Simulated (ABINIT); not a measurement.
Runs of ABINIT 10.8.3 (patched build) on BiTe. Symmetry: R-3m, No. 166, trigonal system. Conventional cell: a = 4.845 Å, b = 4.845 Å, c = 9.952 Å, α = 90.00°, β = 90.00°, γ = 120.00°. Around Bi (site symmetry -3m) lie 6 Te at 3.25 Å. Around Te (site symmetry -3m) lie 6 Bi at 3.25 Å. The cell comes from a database or a generator and needn't be the stable form of this composition.

| level | gap on the mesh (eV) | pressure (GPa) | relaxed volume (Å³/atom) |
| --- | --- | --- | --- |
| AM05 | none | 0.0 | 31.78 |
| RPBE | none | 0.0 | 34.79 |
| PBEsol | none | 0.0 | 31.67 |
| LDA | none | 0.0 | (a) |

Alike in all rows: task relaxation of cell and atoms; potentials or basis JTH PAW PBE v2.0; no spin polarisation; cell relaxed; k mesh 5 × 5 × 5; cutoff (eV) 707; smearing fermi-dirac 0.05 eV.

Q: Estimate the missing entries.

A: (a) 31.09.

Caveats: the PAW data sets were made with another functional, which shifts forces and pressure a little; spin-orbit coupling is left out, which moves the levels of the heavy elements.

A k mesh can miss the band edges, and the runs leave out spin-orbit coupling on Bi, Te.

A gap of «none» marks a metal or a gap under the smearing width.

Runs at the PBE level aren't shown here.
